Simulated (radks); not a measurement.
# Br⁴⁺ in [Ar] 3d9.75 4s2 4p1 5s0.25: an all-electron calculation

One table from this session's results is given with a row withheld; the runs are named, their logs left out.

The numbers are computed with radks (a radial shooting solver on a logarithmic mesh, Libxc functionals) version 1 (scalar-relativistic Kohn-Sham, BLYP, spin-polarised, spherical densities, finite nucleus; open shells are filled with parallel spins first), except any that are marked as measured or tabulated.

### Starting point

| Property | Result |
| --- | --- |
| element | bromine (Z = 35) |
| charge | +4 |
| electrons | 31 |
| configuration | [Ar] 3d9.75 4s2 4p1 5s0.25 |
| nuclear rms radius | 4.1629 fm |

Set-up of the first run:

Settings of this run:

```text
Z 35
configuration [Ar] 3d9.75 4s2 4p1 5s0.25
relativity scalar-relativistic
functional b88,lyp
spin polarised
nucleus finite rms 4.1629 fm
c 137.035999084
```

One table of the session follows, with a row left open; its other results are not shown here.

It belongs to the step «Radial structure». Radial moments (bohr):

| level | <r> | outermost maximum (interpolated) | 90 % within | nodes |
| --- | --- | --- | --- | --- |
| 1s up | 0.04275 | 0.0279 | 0.0764 | 0 |
| 1s down | 0.04275 | 0.0279 | 0.0764 | 0 |
| 2s up | 0.1895 | 0.159 | 0.293 | 1 |
| 2s down | 0.1895 | 0.159 | 0.293 | 1 |
| 2p up | 0.1654 | 0.127 | 0.270 | 0 |
| 2p down | 0.1654 | 0.127 | 0.270 | 0 |
| 3s up | 0.5498 | 0.483 | 0.818 | 2 |
| 3s down | 0.5499 | 0.483 | 0.818 | 2 |
| 3p up | 0.5614 | 0.480 | 0.857 | 1 |
| 3p down | 0.5614 | 0.480 | 0.856 | 1 |
| 3d up | 0.5809 | 0.428 | 0.953 | 0 |
| 3d down | 0.5803 | 0.428 | 0.952 | 0 |
| 4s up | 1.487 | 1.33 | 2.16 | 3 |
| 4s down | 1.488 | 1.33 | 2.16 | 3 |
| 4p up | 1.664 | 1.48 | 2.44 | 2 |
| 4p down | 1.672 | 1.47 | 2.46 | 2 |
| 5s up | ? | ? | ? | ? |

**Question.** Estimate the row for 5s up.

The run gave: <r>: 3.160; outermost maximum (interpolated): 3.04; 90 % within: 4.46; nodes: 4. In the column «<r>» it is the highest.
